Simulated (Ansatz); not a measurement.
HfMoC2:

```
CELL_PARAMETERS angstrom
3.19142 0.00000 0.00000
0.00000 3.19142 0.00000
0.00000 0.00000 4.48516
ATOMIC_POSITIONS crystal
Hf 0.00000 0.00000 0.00000
Mo 0.50000 0.50000 0.50000
C 0.50000 0.50000 0.00000
C 0.00000 0.00000 0.50000
```

The cell comes from a database or a generator and needn't be the stable form of this composition.

Program: Ansatz 0.2.0. Alike in all runs: potentials or basis all-electron LAPW, scalar-relativistic; no spin polarisation; cell as given; basis error allowed 0.002 eV/atom.

Question: Order these runs on this cell by their pressure, lowest first.
A. level PBEsol+U; U Hf d U = 2 eV, Mo d U = 2 eV; k mesh 8 × 8 × 6; cutoff (eV) 301; smearing fermi-dirac 0.05 eV; mesh quality not flagged
B. level PBE; k mesh 8 × 8 × 6; cutoff (eV) 302; smearing fermi-dirac 0.05 eV; mesh quality not flagged
C. level LDA; k mesh 8 × 8 × 6; cutoff (eV) 302; smearing fermi-dirac 0.05 eV; mesh quality not flagged
D. level PBEsol+U; U Hf d U = 8 eV, Mo d U = 8 eV; k mesh 8 × 8 × 6; cutoff (eV) 301; smearing fermi-dirac 0.05 eV; mesh quality not flagged
E. level PBEsol; k mesh 5 × 5 × 4; cutoff (eV) 301; smearing fermi-dirac 0.03 eV; mesh quality coarse

Answer: C (-14.3 GPa), E (-8.6 GPa), A (-7.0 GPa), B (-1.2 GPa), D (6.3 GPa).

Caveats: some runs use coarse meshes; U is the effective U less J, on atomic orbitals that reach past the spheres (some runs); U without spin polarisation on a metal has little footing (some runs); the U is typed as a test and isn't derived for this compound (some runs); the k mesh is thin for a metal, which can move the energy by tens of meV per atom (some runs).

Not every run made on this cell is shown here.
